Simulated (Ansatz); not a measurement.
# CH5BSn (SMILES [BH]1[CH2][SnH2]1): single points off equilibrium

A test off equilibrium: a structure displaced at random from a GFN2-xTB minimum is computed at several levels, and each is set against CCSD(T).

Computed with Ansatz 0.2.0, Gaussian basis. Level: single points in def2-TZVPP.

Correlated methods freeze the cores. Filled d shells of the heavier atoms are correlated. Core potentials replace the inner electrons past krypton, and spin-orbit coupling is left out.

### Step 1. The starting structure

8 atoms, charge 0, spin multiplicity 1.

Atoms are counted from 1 here; the program's logs count them from 0.

Bond lengths: B1–C2 1.414 Å, B1–H4 1.133 Å, C2–H5 1.097 Å, C2–H6 1.099 Å, Sn3–H7 1.797 Å, Sn3–H8 1.821 Å. Angles: C2–B1–H4 178.1°, B1–C2–H5 123.3°, B1–C2–H6 123.4°, H5–C2–H6 111.4°, H7–Sn3–H8 88.9°.

As a file:

```mol
CH5BSn
  3D, bonds by distance, orders not assigned

  8  6  0  0  0  0  0  0  0  0999 V2000
   -0.7902    0.5242   -0.6578 B   0  0
   -0.0072    1.1536    0.3378 C   0  0
    1.0514   -1.2456    0.7204 Sn  0  0
   -1.4215    0.0527   -1.4722 H   0  0
   -0.3686    1.3470    1.3549 H   0  0
    0.8986    1.7350    0.1171 H   0  0
   -0.5416   -2.0740    0.6383 H   0  0
    1.2590   -1.5405   -1.0649 H   0  0
  1  2  8  0
  1  4  8  0
  2  5  8  0
  2  6  8  0
  3  7  8  0
  3  8  8  0
M  END
```

### Step 2. CCSD(T)/def2-TZVPP

Contents of run/in.yaml:

```yaml
crystal:
  periodic: [false, false, false]
  atoms:
    - {symbol: B, position_ang: [-0.790200, 0.524200, -0.657800]}
    - {symbol: C, position_ang: [-0.007200, 1.153600, 0.337800]}
    - {symbol: Sn, position_ang: [1.051400, -1.245600, 0.720400]}
    - {symbol: H, position_ang: [-1.421500, 0.052700, -1.472200]}
    - {symbol: H, position_ang: [-0.368600, 1.347000, 1.354900]}
    - {symbol: H, position_ang: [0.898600, 1.735000, 0.117100]}
    - {symbol: H, position_ang: [-0.541600, -2.074000, 0.638300]}
    - {symbol: H, position_ang: [1.259000, -1.540500, -1.064900]}
basis:
  gaussian: {orbitals: def2-TZVPP}
correlation: {method: ccsd_t}
output: {forces: true}
```

No record of the launch command was kept for these runs.

### Step 3. PBE0-D4/def2-TZVPP

Changes to run/in.yaml since step 2:

```diff
@@ -13,3 +13,3 @@
   gaussian: {orbitals: def2-TZVPP}
-correlation: {method: ccsd_t}
-output: {forces: true}
+hamiltonian: {xc: pbe0, dispersion: d4}
+output: {forces: true, orbitals: {seedname: orbitals}}
```

### Step 4. wB97M-V/def2-TZVPP

Changes to run/in.yaml since step 3:

```diff
@@ -13,3 +13,3 @@
   gaussian: {orbitals: def2-TZVPP}
-hamiltonian: {xc: pbe0, dispersion: d4}
-output: {forces: true, orbitals: {seedname: orbitals}}
+hamiltonian: {xc: {name: wB97M-V}}
+output: {forces: true}
```

### Step 5. r2SCAN-D4/def2-TZVPP

Changes to run/in.yaml since step 4:

```diff
@@ -13,3 +13,3 @@
   gaussian: {orbitals: def2-TZVPP}
-hamiltonian: {xc: {name: wB97M-V}}
+hamiltonian: {xc: r2scan, dispersion: d4}
 output: {forces: true}
```

### Step 6. PBE-D4/def2-TZVPP

Changes to run/in.yaml since step 5:

```diff
@@ -13,3 +13,3 @@
   gaussian: {orbitals: def2-TZVPP}
-hamiltonian: {xc: r2scan, dispersion: d4}
+hamiltonian: {xc: pbe, dispersion: d4}
 output: {forces: true}
```

### Step 7. LC-wPBE/def2-TZVPP

Changes to run/in.yaml since step 6:

```diff
@@ -13,3 +13,3 @@
   gaussian: {orbitals: def2-TZVPP}
-hamiltonian: {xc: pbe, dispersion: d4}
+hamiltonian: {xc: {name: LC-wPBE}}
 output: {forces: true}
```

### Step 8. HSE06-D4/def2-TZVPP

Changes to run/in.yaml since step 7:

```diff
@@ -13,3 +13,3 @@
   gaussian: {orbitals: def2-TZVPP}
-hamiltonian: {xc: {name: LC-wPBE}}
+hamiltonian: {xc: hse06, dispersion: d4}
 output: {forces: true}
```

(Steps that only read results are left out.)

Before running it: what results should come out? Wanted: energy less free atoms, CCSD(T)/def2-TZVPP; RMS force component; RMS force error; HOMO and LUMO, PBE0-D4; T1 diagnostic.

The runs gave:

| quantity | value |
| --- | --- |
| energy less free atoms, CCSD(T)/def2-TZVPP | -564.2 kcal/mol |
| RMS force component | 0.439 to 0.604 eV/Å over the methods |
| RMS force error | PBE0-D4 0.127, wB97M-V 0.160, r2SCAN-D4 0.112, PBE-D4 0.170, LC-wPBE 0.244, HSE06-D4 0.123 eV/Å |
| HOMO and LUMO, PBE0-D4 | -6.06 and -2.35 eV |
| T1 diagnostic | 0.016 |

What this shows: Against CCSD(T) the functionals' energies less atoms differ by -25.0 to -4.9 kcal/mol, PBE-D4 by -25.0 kcal/mol. CCSD(T) in triple zeta still lacks some correlation energy of the bonds, so part of these gaps is its own basis error and they don't rank the functionals. The forces of r2SCAN-D4 come nearest to CCSD(T), those of LC-wPBE are farthest. Frozen-core CCSD(T) forces in triple zeta carry basis errors of their own, and this is one geometry, so small gaps rank nothing.
